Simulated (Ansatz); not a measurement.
What does this script print? It uses the Python package of Ansatz (0.2.0).

`c2h4geo.xyz`
```text
8

C    -0.56440    1.90190   -1.18440
C    -0.20900    1.00400   -0.56240
Ge    0.40200   -0.46860    0.42190
O    -0.70240   -1.77500    0.39080
H    -0.96870    2.76500   -1.77130
H     0.67630   -0.01950    1.90250
H     1.79180   -0.96970   -0.17800
H    -0.33340   -2.49520    0.92510
```

Script `run_scan.py`:
```python
"""Potential curve of C2H4GeO along one bond."""

import ansatz
import numpy as np

c2h4geo = ansatz.Crystal.molecule_from_extxyz("c2h4geo.xyz")

symbols = [site.symbol for site in c2h4geo.cartesian_sites]
start = np.array([site.position_ang for site in c2h4geo.cartesian_sites])
axis = (start[1] - start[2]) / np.linalg.norm(start[1] - start[2])
moving = [0, 1, 4]
lengths, energies = [1.649, 1.724, 1.799, 1.874, 1.949, 2.024, 2.099, 2.211], []
for length in lengths:
    xyz = start.copy()
    xyz[moving] += (length - np.linalg.norm(start[1] - start[2])) * axis
    point = ansatz.Crystal.molecule()
    for symbol, xyz in zip(symbols, xyz):
        point = point.atom(symbol, xyz.tolist())
    calc = (
        point.calculation()
        .basis(gaussian="def2-SVP")
        .functional("r2scan", dispersion="d4")
    )
    r = calc.run().report
    energies.append(r["free_energy_ev"])
    print(f"r = {length:6.3f} A  E = {energies[-1]:.5f} eV  <S^2> = {abs(r['mean_field']['state']['spin_squared']):.3f}")

# quartic fit about the minimum
fit = np.polynomial.Polynomial.fit(lengths, np.array(energies) - min(energies), 4).convert()
roots = [r.real for r in fit.deriv().roots() if abs(r.imag) < 1e-9 and fit.deriv(2)(r.real) > 0]
r_e = min(roots, key=lambda r: abs(r - lengths[int(np.argmin(energies))]))
print(f"minimum of the fit at {r_e:.4f} A, force constant {fit.deriv(2)(r_e):.2f} eV/A^2")
```

Running `python run_scan.py` prints:
```text
r =  1.649 A  E = -60688.59420 eV  <S^2> = 0.000
r =  1.724 A  E = -60689.10755 eV  <S^2> = 0.000
r =  1.799 A  E = -60689.37760 eV  <S^2> = 0.000
r =  1.874 A  E = -60689.47070 eV  <S^2> = 0.000
r =  1.949 A  E = -60689.43629 eV  <S^2> = 0.000
r =  2.024 A  E = -60689.31123 eV  <S^2> = 0.000
r =  2.099 A  E = -60689.12300 eV  <S^2> = 0.000
r =  2.211 A  E = -60688.76728 eV  <S^2> = 0.000
minimum of the fit at 1.8868 A, force constant 21.42 eV/A^2
```

Notes:
- Total energies depend on the basis set; only differences at equal settings carry meaning.
- The rest of the molecule is held rigid at a force-field or estimated start geometry, and the basis set is modest; single-reference methods fail as a bond breaks.
- The orbitals are restricted, so S² is zero by construction.
- It ran for 43 s on 1 thread of Arm Neoverse V1, on a shared host, peak memory 0.21 GiB.

(Lines on the test bed's own set-up are left out of the output.)
